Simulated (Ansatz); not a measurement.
# AlClF2H2O: the cost of one run

All numbers below are computed with Ansatz 0.2.0 (RKS PBE-D4/def2-SVP).

## (1) Starting point

Bond lengths: Al1–F2 2.040 Å, Al1–F3 1.690 Å, Al1–Cl4 2.230 Å, Al1–O5 2.080 Å, O5–H6 1.010 Å. Angles: F2–Al1–F3 120.0°, F2–Al1–Cl4 120.0°, F2–Al1–O5 71.6°, F3–Al1–Cl4 120.0°, F3–Al1–O5 105.6°, Cl4–Al1–O5 92.7°, Al1–O5–H6 109.5°.

Coordinates:

```xyz
7

Al    0.0000    0.0000    0.0000
F     0.0000    0.0000    2.0400
F     1.4635    0.0000   -0.8450
Cl   -1.9312    0.0000   -1.1150
O    -0.2664   -1.9558    0.6559
H    -0.6698   -2.5085   -0.0870
H    -0.1612   -1.1835    1.7520
```

## (2) A restrained relaxation towards end A

Springs on the bonds that form and break draw the guess towards this end; the thresholds are loose.

File input.yaml:

```yaml
crystal:
  periodic: [false, false, false]
  atoms:
    - { symbol: Al, position_ang: [0.0, 0.0, 0.0] }
    - { symbol: F, position_ang: [0.0, 0.0, 2.04] }
    - { symbol: F, position_ang: [1.4635, 0.0, -0.845] }
    - { symbol: Cl, position_ang: [-1.9312, 0.0, -1.115] }
    - { symbol: O, position_ang: [-0.2664, -1.9558, 0.6559] }
    - { symbol: H, position_ang: [-0.6698, -2.5085, -0.087] }
    - { symbol: H, position_ang: [-0.1612, -1.1835, 1.752] }
basis:
  gaussian: { orbitals: def2-SVP }
hamiltonian:
  xc: pbe
  dispersion: d4
relax:
  f_tol: 0.15
  max_steps: 25
  restrain:
    - { distance: [0, 4], at: 2.98, k: 30.0 }
    - { distance: [6, 1], at: 2.12, k: 30.0 }
    - { distance: [0, 1], at: 1.69, k: 30.0 }
    - { distance: [6, 4], at: 1.01, k: 30.0 }
output:
  orbitals: {}
```

Run with:

```
$ ansatz run input.yaml --threads 2 --pin off --max-ram 3072MiB --backend cpu --events-out ev --progress --plain --runs-dir out
```

Q: Estimate wall time and peak memory on 2 threads of Intel Xeon at 2.50GHz (Skylake/Cascade Lake), shared host.

About 1.7 min, with a peak of 0.16 GiB.
